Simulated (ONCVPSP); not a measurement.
# Pseudopotential generation for samarium: ONCV, PBEsol

Task: generate the file, and judge it by its errors in other configurations, its logarithmic derivatives, its ghosts and its cutoff.

Method: ONCVPSP 4.0.1.1 (patched build), PBEsol, scalar-relativistic.

### Step 1. Settings

The settings as typed:

| Property | Result |
| --- | --- |
| element | samarium (Sm, Z = 62) |
| type | optimised norm-conserving Vanderbilt (ONCV) |
| frozen core | [Kr] 4d10 |
| valence charge | 16 |
| reference configuration | 4f5 5s2 5p6 5d1 6s2 |
| partial waves | 5s+6s: rc 2.55 bohr, ncon 4, nbas 8, qcut 4.9 1/bohr, 2 projectors; 5p: rc 1.90 bohr, ncon 3, nbas 7, qcut 7 1/bohr, 2 projectors, debl 2.5 Ha; 5d: rc 2.15 bohr, ncon 3, nbas 6, qcut 3.8 1/bohr, 2 projectors, debl 3.8 Ha; 4f: rc 0.80 bohr, ncon 3, nbas 7, qcut 16.2 1/bohr, 3 projectors, debl 1 Ha |
| local potential | polynomial inside 0.55 bohr (lpopt 5, dvloc0 1 Ha) |
| core correction | not asked for |

### Step 2. Generating the potential

Sm.dat reads:

```
# ATOM AND REFERENCE CONFIGURATION
# atsym  z   nc   nv     iexc    psfile
  Sm 62.00    9    5  -116133      upf
#
#   n    l    f
    1    0    2.00
    2    0    2.00
    2    1    6.00
    3    0    2.00
    3    1    6.00
    3    2   10.00
    4    0    2.00
    4    1    6.00
    4    2   10.00
    4    3    5.00
    5    0    2.00
    5    1    6.00
    5    2    1.00
    6    0    2.00
#
# PSEUDOPOTENTIAL AND OPTIMIZATION
# lmax
    3
#
#   l,   rc,      ep,       ncon, nbas, qcut
    0    2.55    0.00    4    8    4.90
    1    1.90    0.00    3    7    7.00
    2    2.15    0.00    3    6    3.80
    3    0.80    0.00    3    7   16.20
#
# LOCAL POTENTIAL
# lloc, lpopt,  rc(5),   dvloc0
    4    5    0.55    1.00
#
# VANDERBILT-KLEINMAN-BYLANDER PROJECTORs
# l, nproj, debl
    0    2    2.60
    1    2    2.50
    2    2    3.80
    3    3    1.00
#
# MODEL CORE CHARGE
# icmod, fcfact, rcfact
    0    0.00    0.00
#
# LOG DERIVATIVE ANALYSIS
# epsh1, epsh2, depsh
   -3.00    5.00    0.02
#
# OUTPUT GRID
# rlmax, drl
    6.00    0.01
#
# TEST CONFIGURATIONS
# ncnf
    4
# nvcnf
#   n    l    f
    5
    4    3    6.00
    5    0    2.00
    5    1    6.00
    5    2    0.00
    6    0    2.00
#
    5
    4    3    6.00
    5    0    2.00
    5    1    6.00
    5    2    0.00
    6    0    1.00
#
    5
    4    3    6.00
    5    0    2.00
    5    1    6.00
    5    2    0.00
    6    0    0.00
#
    5
    4    3    5.00
    5    0    2.00
    5    1    6.00
    5    2    0.00
    6    0    2.00
#
```

On the command line:

```bash
$ oncvpsp.x < Sm.dat > Sm.out
```

Before running it: what results should come out? Wanted: cutoffs for 1 and 0.1 mHa per electron, occupied waves; bound ghosts; GHOST(+) flags; largest test error; largest phase difference near zero energy, channels read.

**Answer**, as computed:

| quantity | value |
| --- | --- |
| cutoffs for 1 and 0.1 mHa per electron, occupied waves | 166 Ha and 455 Ha |
| bound ghosts | s at -946.88 eV, s at -40.16 eV, p at -542.99 eV, d at -46.47 eV and 1 more |
| GHOST(+) flags | none at low energy |
| largest test error (AE − PS) | +69 meV, for 4f6 5s2 5p6 5d0 6s0 |
| largest phase difference near zero energy, channels read | 0.001 rad |

What this shows: A bound ghost (s, p, d, f) makes it unfit for use: electrons can fall into a state that the atom doesn't have. By total energies transferability is fair: the largest error is 69 meV on 14.0 eV, for 4f6 5s2 5p6 5d0 6s0. It counts as very hard, with 166 Ha needed at the looser tolerance. The tighter tolerance needs 455 Ha, and converged work needs a cutoff nearer that. At the looser tolerance the 4f wave is the slowest; 5p needs 16 Ha. Near zero energy the phases of the channels with partial waves agree within 0.001 rad. These are tests on the free atom; a crystal test is still owed.
